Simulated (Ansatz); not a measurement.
# TlPtN: the cost of one run

Computed with Ansatz 0.2.0 (DFT PBE, scalar-relativistic, plane waves, PAW, unless a step's input says otherwise).

## Step 1: The starting structure

It takes space group P4/mmm (No. 123, tetragonal). The conventional cell has a = 3.841 Å, b = 3.841 Å, c = 3.896 Å, α = 90.00°, β = 90.00°, γ = 90.00°. Around Tl (site symmetry 4/mmm) lie 4 N at 2.72 Å. Pt (site symmetry 4/mmm) has 2 N at 1.95 Å as nearest neighbours. Around N (site symmetry 4/mmm) lie 2 Pt at 1.95 Å and 4 Tl at 2.72 Å.

Coordinates:

```xyz
3
Lattice="3.8410 0.0000 0.0000 0.0000 3.8410 0.0000 0.0000 0.0000 3.8961" Properties=species:S:1:pos:R:3 pbc="T T T"
Tl    0.0000    0.0000    0.0000
Pt    1.9205    1.9205    1.9481
N     1.9205    1.9205    0.0000
```

A structure generator made this guess: species swapped into a database cell of YCoC (P4/mmm, No. 123), with Tl on the Y sites, Pt on the Co sites and N on the C sites. Its size is a rough estimate.

## Step 2: A first look at the guess

Input file input.yaml:

```yaml
crystal:
  lattice:
    - [3.84103976, 0.0, 0.0]
    - [0.0, 3.84103976, 0.0]
    - [0.0, 0.0, 3.89613823]
  atoms:
    - { symbol: Tl, position: [0.0, 0.0, 0.0] }
    - { symbol: Pt, position: [0.5, 0.5, 0.5] }
    - { symbol: "N", position: [0.5, 0.5, 0.0] }
basis:
  ecutwfc: 420
kpoints:
  mp_grid: { grid: [4, 4, 4] }
hamiltonian:
  xc: pbe
scf:
  occupations: { method: gaussian, width: 0.1 }
  lower_state_search: "off"
output:
  forces: true
  stress: true
  eigenvalues: true
```

Launch:

```console
ansatz run input.yaml --threads 1 --pin off --max-ram 2048MiB --backend cpu --events-out ev --progress --plain --runs-dir out
```

Q: Estimate wall time and peak memory on 1 thread of Arm Neoverse V2, shared host.

About 1.4 s, with a peak of 0.31 GiB.
